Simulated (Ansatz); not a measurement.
# BH3O (built from SMILES BO): search for a transition state

Aim: find the saddle point of a 1,2-elimination that is to form H2–H4 and break B1–H2, O3–H4, prove it by its vibrations, and relax downhill on both sides to see what it joins.

Computed with Ansatz 0.2.0, Gaussian basis. Level: PBE0-D4, def2-SVP first, then def2-TZVP.

115 further runs of the same task are left out: 1 that didn't finish, 114 set aside as unsound or not needed.

**1. Starting geometry**

The guess: 5 atoms, charge 0, spin multiplicity 1.

Atoms are counted from 1 here; the program's logs count them from 0.

Bond lengths: B1–O3 1.268 Å, B1–H4 1.254 Å, B1–H5 1.166 Å. Angles: O3–B1–H4 61.4°, O3–B1–H5 139.9°, H4–B1–H5 158.7°.

Coordinates:

```xyz
5

B     0.0481    0.2286   -0.3133
H     0.1857    0.0487    1.1870
O    -0.4428   -0.8868   -0.6624
H    -0.1740   -0.6323    0.5709
H     0.3830    1.2418   -0.7822
```

Distances that are to change: H2–H4 0.99 Å, B1–H2 1.52 Å, O3–H4 1.29 Å.

**2. Relaxing the guess with the reacting distances held**

Contents of hold/in.yaml:

```yaml
crystal:
  periodic: [false, false, false]
  atoms:
    - {symbol: B, position_ang: [0.048100, 0.228600, -0.313300]}
    - {symbol: H, position_ang: [0.185700, 0.048700, 1.187000]}
    - {symbol: O, position_ang: [-0.442800, -0.886800, -0.662400]}
    - {symbol: H, position_ang: [-0.174000, -0.632300, 0.570900]}
    - {symbol: H, position_ang: [0.383000, 1.241800, -0.782200]}
basis:
  gaussian: {orbitals: def2-SVP}
hamiltonian: {xc: pbe0, dispersion: d4}
relax: {f_tol: 0.08, max_steps: 120, escape_saddle: false, constraints: [{distance: [1, 3]}, {distance: [0, 1]}, {distance: [2, 3]}]}
```

On the command line:

```console
$ ansatz run in.yaml --threads 2 --pin off --events-out ev --progress --plain --max-ram 4352MiB
```

The runs that follow: Force constants to start from; Saddle search in the small basis; Saddle search in triple zeta; Vibrations at the point found; Relaxing after a step of 0.30 Å one way along the mode; Relaxing after a step of 0.30 Å the other way along the mode.

Q: Predict the outcome of this session. Wanted: imaginary mode; barrier from the start side; barrier from the end side; energy of the step; pairs that change; zero-point energy at the saddle.

As calculated:

| quantity | value |
| --- | --- |
| imaginary mode | 1731i cm⁻¹ |
| barrier from the start side | 58.0 kcal/mol |
| barrier from the end side | 40.0 kcal/mol |
| energy of the step | +18.0 kcal/mol |
| pairs that change | H2–H4 formed, B1–H2 broken, O3–H4 broken |
| zero-point energy at the saddle | 0.774 eV |

The point has a single imaginary mode (1731i cm⁻¹), as a transition state must. It joins the planned start and end. At PBE0-D4/def2-TZVP the electronic barrier is 58.0 kcal/mol, about 98 kT at 298 K, and the step runs 18.0 kcal/mol uphill. The barrier is thin enough for tunnelling; the leading (Wigner) term alone is a factor of 3.9 at 298 K. Lower complexes than these ends may exist.
